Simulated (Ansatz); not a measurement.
**revPBE/def2-SVPD run of SiHF3 (SMILES F[SiH](F)F)**

What is the vertical ionisation energy of SiHF3 at revPBE/def2-SVPD? 

Program for the calculation: Ansatz 0.2.0.

55 further runs of the same task are left out: 55 set aside as unsound or not needed.

## 1. Starting point

SiHF3 has 5 atoms, charge 0, and is taken as a singlet. SMILES: `F[SiH](F)F`. The coordinates come from a PBE0-D4/def2-TZVP relaxation.

Bond lengths: F1–Si2 1.573 Å, Si2–F3 1.573 Å, Si2–F4 1.573 Å, Si2–H5 1.461 Å. Angles: F1–Si2–F3 108.3°, F1–Si2–F4 108.3°, F3–Si2–F4 108.3°, F1–Si2–H5 110.7°, F3–Si2–H5 110.7°, F4–Si2–H5 110.7°.

## 2. The energy at revPBE/def2-SVPD

The input, input.yaml:

```yaml
crystal:
  periodic: [false, false, false]
  atoms:
    - {symbol: F, position_ang: [-0.447100, -0.082200, 1.491300]}
    - {symbol: Si, position_ang: [0.040700, 0.001700, -0.001800]}
    - {symbol: F, position_ang: [-0.597100, 1.281400, -0.657200]}
    - {symbol: F, position_ang: [-0.495900, -1.263300, -0.767200]}
    - {symbol: H, position_ang: [1.499400, 0.062400, -0.065100]}
basis:
  gaussian:
    orbitals: def2-SVPD
hamiltonian:
  xc: {name: revPBE}
accuracy: high
output: {orbitals: {seedname: orbitals}}
```

Command:

```
$ ansatz run input.yaml --threads 1 --pin off --max-ram 3480MiB --events-out events.jsonl --progress --plain --runs-dir runs
```

The log of the run:

```text
Warning: RAYON_NUM_THREADS=1 ignored (pool sized by the plan → 1); use --threads N
Functional definition: revPBE
  name "revPBE"
  parameter kappa = 1.245
  parameter beta = 0.06672455060314922
  exchange = pbe_x(kappa = kappa, mu = beta*pi^2/3)
  correlation = pbe_c(beta = beta)
1966 factors; integrals over basis functions are off by at most 3.3e-9 eV
mean field evaluation 1: about -16032.0671 eV, gradient 5.4e1 eV
mean field evaluation 2: about -16019.0487 eV, gradient 1.1e2 eV
mean field evaluation 4: about -16036.4596 eV, gradient 8.2e-1 eV
mean field evaluation 8: about -16036.4610 eV, gradient 1.1e-2 eV
mean field evaluation 16: about -16036.4610 eV, gradient 1.1e-6 eV
mean field -16036.46099551 eV, -589.3290716815 hartree, gradient 9.9e-9 eV, S^2 0.000000; 0 other end points of the search recorded, 0 dependent functions left out
reference -16036.46100012 eV, -589.3290718508 hartree; 21, 21 occupied and 80, 80 virtual orbitals, 1966 factors
Total energy: -16036.46100012 eV, -589.3290718508 hartree
```

Run time: 5.4 s. Hardware: 1 thread of Arm Neoverse V2, shared host; peak memory 0.25 GiB.

## 3. The doublet cation, same level

Changes to input.yaml since step 2:

```diff
@@ -11,5 +11,10 @@
     orbitals: def2-SVPD
+accuracy: high
+magnetization:
+  spin_polarized: true
+  initial_magnetization: 1
 hamiltonian:
   xc: {name: revPBE}
-accuracy: high
-output: {orbitals: {seedname: orbitals}}
+output:
+  orbitals: {seedname: orbitals}
+total_charge: 1
```

Command:

```
$ ansatz run input.yaml --threads 1 --pin off --max-ram 3480MiB --events-out events.jsonl --progress --plain --runs-dir runs
```

The log of the run, shortened:

```text
Warning: RAYON_NUM_THREADS=1 ignored (pool sized by the plan → 1); use --threads N
[... 6 set-up lines as earlier in the session ...]
1965 factors; integrals over basis functions are off by at most 3.3e-9 eV
mean field evaluation 1: about -16005.1244 eV, gradient 7.3e1 eV
mean field evaluation 2: about -15884.4046 eV, gradient 2.0e2 eV
mean field evaluation 4: about -16020.1188 eV, gradient 2.0e1 eV
mean field evaluation 8: about -16022.9423 eV, gradient 4.6e-1 eV
mean field evaluation 16: about -16022.9430 eV, gradient 8.5e-4 eV
mean field evaluation 32: about -16022.8546 eV, gradient 8.5e-1 eV
mean field -16022.94300919 eV, -588.8322948470 hartree, gradient 4.9e-8 eV, S^2 0.753234; 8 other end points of the search recorded, 0 dependent functions left out
reference -16022.94301451 eV, -588.8322950424 hartree; 21, 20 occupied and 80, 81 virtual orbitals, 1965 factors
Total energy: -16022.94301451 eV, -588.8322950424 hartree
```

Wall time 14 s (1 thread of Arm Neoverse V2, shared host); peak memory 0.34 GiB.

## 4. What came out

Level: revPBE/def2-SVPD.

| quantity | value |
| --- | --- |
| singlet SiHF3: total energy | -589.32907 Eh |
| singlet SiHF3: HOMO energy | -9.63 eV |
| singlet SiHF3: LUMO energy | -0.20 eV |
| singlet SiHF3: HOMO–LUMO gap | 9.43 eV |
| doublet cation: total energy | -588.83230 Eh |
| doublet cation: HOMO energy (highest over α and β) | -17.57 eV |
| doublet cation: LUMO energy (lowest over α and β) | -17.33 eV |
| doublet cation: ⟨S²⟩ | 0.753 |
| vertical ionisation energy (to the doublet cation) | 13.518 eV |

In words: Removing an electron at fixed nuclei costs 13.52 eV (312 kcal/mol). The negative HOMO energy of the first species, 9.63 eV, lies 3.89 eV below that difference.
